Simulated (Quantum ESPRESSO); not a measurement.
HfB: equation of state with PBE

Crystal: HfB.

```
Hf B
1.0
     0.00000    2.31000    2.31000
     2.31000    0.00000    2.31000
     2.31000    2.31000    0.00000
Hf B
1 1
Direct
  0.50000 0.50000 0.50000
  0.00000 0.00000 0.00000
```

```yaml
Program: Quantum ESPRESSO 7.5
Task: equation of state
Functional: PBE
Potentials_or_basis: SSSP 1.3 efficiency PBE
Cutoff: 816 eV
Density_cutoff: 5987 eV
k_mesh: 10 × 10 × 10
Occupations: fermi-dirac, width 0.05 eV
Spin: no spin polarisation
```

```
Equilibrium volume : 14.16 Å³/atom (rough: see the caveat)
Bulk modulus       : 169 GPa (rough)
```

Energy against volume, from the lowest point:
| volume (Å³/atom) | energy (meV/atom) |
| --- | --- |
| 11.587 | 290.50 |
| 11.833 | 219.06 |
| 12.080 | 157.93 |
| 12.326 | 106.22 |
| 12.573 | 63.14 |
| 12.819 | 27.96 |
| 13.066 | 0.00 |

All runs of the series together: 75 s on 1 thread of Arm Neoverse V2, with other jobs on the host.

Caveat: the minimum lies outside the volumes run. Spin-orbit coupling is left out, which matters for the levels of Hf.
